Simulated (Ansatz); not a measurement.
TlGa in Ansatz: convergence with k mesh

Input of the first run (k mesh 3 × 3 × 2); the others differ in this setting and in those tied to it:

File input.yaml:

```yaml
crystal:
  lattice:
    - [3.65213896, 0.0, 0.0]
    - [-1.82606948, 3.16284512, 0.0]
    - [0.0, 0.0, 5.86829374]
  atoms:
    - { symbol: Tl, position: [0.33333333, 0.66666667, 0.5] }
    - { symbol: Ga, position: [0.0, 0.0, 0.0] }
hamiltonian:
  xc: pbe
  pseudopotentials: { kind: nc, source: spms }
kpoints:
  mp_grid: { grid: [3, 3, 2] }
scf:
  occupations: { method: gaussian, width: 0.05 }
output:
  forces: true
  stress: true
  eigenvalues: true
```

Potentials or basis: SPMS NC.

Run with:

```bash
$ ansatz run input.yaml --threads 2 --pin off --max-ram 5632MiB --backend cpu --events-out ev --progress --plain --runs-dir out
```

The cell was built by a generator and needn't be a form met in nature.

Hardware: 2 threads of Intel(R) Xeon(R) Platinum 8259CL CPU @ 2.50GHz (Skylake/Cascade Lake) (shared host).

```
     k mesh  energy less the tightest run, at zero smearing (meV/atom)  pressure (GPa)  SCF cycles  CPU time (s)  peak memory (GiB)
  3 × 3 × 2                                                     310.29           -4.75           7           2.2               0.37
  4 × 4 × 2                                                      11.21           -3.55           7           2.8               0.38
  5 × 5 × 3                                                       5.86           -4.56           7           2.6               0.39
  6 × 6 × 4                                                       8.28           -4.68           7             5                0.4
  8 × 8 × 4                                                      32.51           -4.19           7           6.8               0.42
10 × 10 × 5                                                       0.73           -4.42           7            10               0.44
12 × 12 × 6                                                      -6.73           -4.52           7            18               0.51
14 × 14 × 8                                                       0.00           -4.51           7            27                0.6
```

Against the tightest run, the pressure stays within 0.1 GPa from 10 × 10 × 5 on. Not settled before the last step: the energy (to 1 meV/atom). Meshes of other sizes hit other points, so gaps and Fermi surfaces needn't settle smoothly. The tightest run that finished is the yardstick and may itself not be fully converged.

The run has no spin-orbit coupling, so splittings on Tl are missing.
